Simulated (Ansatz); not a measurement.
# AlBr₃: up Jacob's ladder to CCSD(T)

One table from this session's results is given with a row withheld; the runs are named, their logs left out.

Method: functionals in def2-TZVPP, the program's frozen cores in correlated methods; program: Ansatz 0.2.0, Gaussian basis.

The runs, in order: LDA (SPW92), PBE-D4, revPBE-D4, BLYP-D4, r2SCAN-D4, B97M-V, PBE0-D4, B3LYP-D4, r2SCANh-D4, r2SCAN0-D4, HSE06-D4, BHLYP-D4, CAM-B3LYP-D4, LC-ωPBE, ωB97X-V, ωB97M-V, B2PLYP, PBE-QIDH; CCSD(T)/def2-SVP; CCSD(T)/def2-TZVPP; MP2/def2-QZVPP; extrapolation to the limit; RPA on PBE.

### Structure used throughout

An earlier PBE0-D4 in a triple-zeta def2 set relaxation fixed the geometry.

SMILES `[Br][Al]([Br])[Br]`, 4 atoms, charge 0, spin multiplicity 1.

Atoms are counted from 1 here; the program's logs count them from 0.

Bond lengths: Br1–Al2 2.229 Å, Al2–Br3 2.229 Å, Al2–Br4 2.229 Å. Angles: Br1–Al2–Br3 120.0°, Br1–Al2–Br4 120.0°, Br3–Al2–Br4 120.0°.

Set-up of the first run:

in.yaml reads:

```yaml
crystal:
  periodic: [false, false, false]
  atoms:
    - {symbol: Br, position_ang: [0.810704, 0.430105, 2.028376]}
    - {symbol: Al, position_ang: [0.013772, -0.015085, -0.004994]}
    - {symbol: Br, position_ang: [-0.132625, -2.125374, -0.707250]}
    - {symbol: Br, position_ang: [-0.636251, 1.650054, -1.336432]}
basis:
  gaussian: {orbitals: def2-TZVPP}
hamiltonian: {xc: lda}
output: {orbitals: {seedname: orbitals}}
```

On the command line:

```sh
ansatz run in.yaml --threads 4 --pin off --events-out ev --progress --plain --max-ram 10444MiB
```

Steps of the session up to this table: LDA; PBE-D4 (GGA); revPBE-D4 (GGA); BLYP-D4 (GGA); r2SCAN-D4 (meta-GGA); B97M-V (meta-GGA); PBE0-D4 (hybrid); B3LYP-D4 (hybrid); r2SCANh-D4 (hybrid); r2SCAN0-D4 (hybrid); HSE06-D4 (hybrid); BHLYP-D4 (hybrid); CAM-B3LYP-D4 (range-separated); LC-ωPBE (range-separated); ωB97X-V (range-separated); ωB97M-V (range-separated); B2PLYP (double hybrid); PBE-QIDH (double hybrid).

One table of the session follows, with a row left open; its other results are not shown here.

It belongs to the step «Frontier levels by functional». 

| functional | HOMO (eV) | LUMO (eV) | gap (eV) |
| --- | --- | --- | --- |
| LDA (SPW92) | -7.53 | -2.68 | 4.85 |
| PBE-D4 | -7.36 | -2.37 | 4.99 |
| revPBE-D4 | -7.31 | -2.23 | 5.07 |
| BLYP-D4 | -7.16 | -2.27 | 4.89 |
| r2SCAN-D4 | -7.71 | -1.99 | 5.72 |
| B97M-V | -7.75 | -1.98 | 5.77 |
| PBE0-D4 | -8.64 | -1.56 | 7.09 |
| B3LYP-D4 | -8.35 | -1.80 | 6.56 |
| r2SCANh-D4 | -8.17 | -1.73 | 6.45 |
| r2SCAN0-D4 | -8.87 | -1.34 | 7.53 |
| HSE06-D4 | -8.25 | -1.93 | 6.32 |
| BHLYP-D4 | ? | ? | ? |
| CAM-B3LYP-D4 | -9.93 | -0.60 | 9.33 |
| LC-ωPBE | -11.35 | 0.55 | 11.91 |
| ωB97X-V | -10.97 | 0.46 | 11.44 |
| ωB97M-V | -10.82 | 0.19 | 11.01 |

Q: Estimate the row for BHLYP-D4 from the others.

Worked estimate for «HOMO (eV)». Against the share of exact exchange, BLYP-D4 (0, -7.16), B3LYP-D4 (0.2, -8.35) give a slope of -5.95 per unit share; at 0.5 the line stands at -10.13.

The run gave: HOMO (eV): -9.74; LUMO (eV): -0.70; gap (eV): 9.03. In «HOMO (eV)» the line misses by -0.39.
